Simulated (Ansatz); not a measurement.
# BaOs2Rh2 (element-swapped structure): how the settings move a single-point run

Aim: see which settings change the result for BaOs2Rh2 (element-swapped structure), by how much, and at what cost.

Method: reference: DFT r2SCAN, plane waves, PAW, scalar-relativistic, no spin polarisation, in Ansatz 0.2.0.

1 further run of the same task is left out (it didn't finish).

## 1. The structure to begin with

Symmetry: I4/mmm, No. 139, tetragonal system. Conventional cell: a = 4.154 Å, b = 4.154 Å, c = 12.043 Å, α = 90.00°, β = 90.00°, γ = 90.00°. Os (site symmetry -4m2) is surrounded by 4 Rh at 2.57 Å and 4 Os at 2.94 Å. Around Rh (site symmetry 4mm) lie 4 Os at 2.57 Å. Ba (site symmetry 4/mmm) has 8 Rh at 3.30 Å and 8 Os at 3.66 Å as nearest neighbours.

Structure file:

```cif
data_structure
_symmetry_space_group_name_H-M 'I4/mmm'
_symmetry_Int_Tables_number 139
_cell_length_a 4.1543
_cell_length_b 4.1543
_cell_length_c 12.0427
_cell_angle_alpha 90.000
_cell_angle_beta 90.000
_cell_angle_gamma 90.000
_cell_volume 207.83
loop_
_atom_site_label
_atom_site_type_symbol
_atom_site_symmetry_multiplicity
_atom_site_Wyckoff_symbol
_atom_site_fract_x
_atom_site_fract_y
_atom_site_fract_z
_atom_site_occupancy
Os1 Os 4 d 0.50000 0.00000 0.75000 1
Rh1 Rh 4 e 0.50000 0.50000 0.87500 1
Ba1 Ba 2 a 0.00000 0.00000 0.00000 1
```

## 2. The reference run

File input.yaml:

```yaml
crystal:
  lattice:
    - [0.0, 4.154282, 0.0]
    - [4.154282, 0.0, 0.0]
    - [2.077141, 2.077141, -6.021333]
  atoms:
    - { symbol: Os, position: [0.75, 0.25, 0.5] }
    - { symbol: Os, position: [0.25, 0.75, 0.5] }
    - { symbol: Rh, position: [0.375, 0.375, 0.25] }
    - { symbol: Rh, position: [0.625, 0.625, 0.75] }
    - { symbol: Ba, position: [0.0, 0.0, 0.0] }
  symmetry: { tolerance: 0.0003 }
kpoints:
  mp_grid: { grid: [5, 5, 5], shift: [0, 0, 0] }
magnetization:
  spin_polarized: false
scf:
  occupations: { method: fermi_dirac }
hamiltonian:
  pseudopotentials: { kind: paw }
  xc: r2scan
basis:
  ecutwfc: 500
output:
  forces: true
  stress: true
  eigenvalues: true
```

Launch:

```bash
$ ansatz run input.yaml --threads 1 --pin off --max-ram 2560MiB --backend cpu --events-out ev --progress --plain --runs-dir out
```

## 3. Variant: mixing.algorithm broyden, mixing.beta 0.05, n_extra_bands 8, xc rpbe

input.yaml, as its differences from that of step 2:

```diff
@@ -18,5 +18,7 @@
   occupations: { method: fermi_dirac }
+  mixing: { algorithm: broyden, beta: 0.05 }
+  n_extra_bands: 8
 hamiltonian:
   pseudopotentials: { kind: paw }
-  xc: r2scan
+  xc: rpbe
 basis:
```

## 4. Changing settings: dr2_threshold 1.0e-06, preconditioner resta, xc revpbe

input.yaml, as its differences from that of step 2:

```diff
@@ -18,5 +18,7 @@
   occupations: { method: fermi_dirac }
+  convergence: { dr2_threshold: 1.0e-06 }
+  mixing: { preconditioner: resta }
 hamiltonian:
   pseudopotentials: { kind: paw }
-  xc: r2scan
+  xc: revpbe
 basis:
```

## 5. Changed: mp_grid.shift [0.5, 0.5, 0.5], n_extra_bands 32, ecutwfc 600 eV

input.yaml, as its differences from that of step 2:

```diff
@@ -13,3 +13,3 @@
 kpoints:
-  mp_grid: { grid: [5, 5, 5], shift: [0, 0, 0] }
+  mp_grid: { grid: [5, 5, 5], shift: [0.5, 0.5, 0.5] }
 magnetization:
@@ -18,2 +18,3 @@
   occupations: { method: fermi_dirac }
+  n_extra_bands: 32
 hamiltonian:
@@ -22,3 +23,3 @@
 basis:
-  ecutwfc: 500
+  ecutwfc: "600 eV"
 output:
```

What does the calculation give? Wanted: for each run, ending; energy change; pressure; gap; force.

The runs gave:

| run | ending | energy change | pressure (GPa) | gap (eV) | force (eV/Å) | cycles | time |
| --- | --- | --- | --- | --- | --- | --- | --- |
| reference | converged | 0 | -6.7 | 0.00 | 0.17 | 10 | 9 s |
| 1: mixing.algorithm broyden, mixing.beta 0.05, n_extra_bands 8, xc rpbe | converged | not comparable | -1.0 | 0.00 | 0.39 | 16 | 6.5 s |
| 2: dr2_threshold 1.0e-06, preconditioner resta, xc revpbe | converged | not comparable | -1.8 | 0.00 | 0.36 | 8 | 4.7 s |
| 3: mp_grid.shift [0.5, 0.5, 0.5], n_extra_bands 32, ecutwfc 600 eV | converged | -5.7 meV/atom | -6.7 | 0.00 | 0.17 | 10 | 17 s |

Residual by cycle in the longest SCF loop of each run; runs are numbered as in the table. The quantity is the density residual dr2, in eV.

| cycle | reference | run 1 | run 2 | run 3 |
| --- | --- | --- | --- | --- |
| 1 | 0.415 | 0.627 | 0.597 | 0.398 |
| 2 | 0.172 | 0.434 | 12.6 | 0.131 |
| 4 | 0.00942 | 0.0154 | 0.00423 | 0.00815 |
| 5 | 7.1e-4 | 0.00609 | 6.8e-4 | 7.7e-4 |
| 6 | 9.6e-5 | 0.0018 | 1.1e-4 | 4.1e-5 |
| 8 | 1.3e-6 | 0.00109 | 6.7e-7 | 1.1e-6 |
| 9 | 2.0e-7 | 1.0e-4 | - | 1.7e-7 |
| 11 | - | 2.9e-5 | - | - |
| 12 | - | 4.2e-6 | - | - |
| 13 | - | 9.6e-7 | - | - |
| 15 | - | 1.4e-7 | - | - |
| 16 | - | 1.4e-8 | - | - |

«mp_grid.shift [0.5, 0.5, 0.5], n_extra_bands 32, ecutwfc 600 eV» moves the energy by -5.7 meV/atom. The pressure spans -6.7 to -1.0 GPa over the reference and the converged variants. Of the variants the dearest is «mp_grid.shift [0.5, 0.5, 0.5], n_extra_bands 32, ecutwfc 600 eV» (17 s), the cheapest «dr2_threshold 1.0e-06, preconditioner resta, xc revpbe» (4.7 s), on a shared host.

Caveats on the reference run: it is run without spin, though an odd electron count or open d shells could carry moments; its mesh is coarse for a cell with so small a gap or none; the structure is made up and not relaxed.
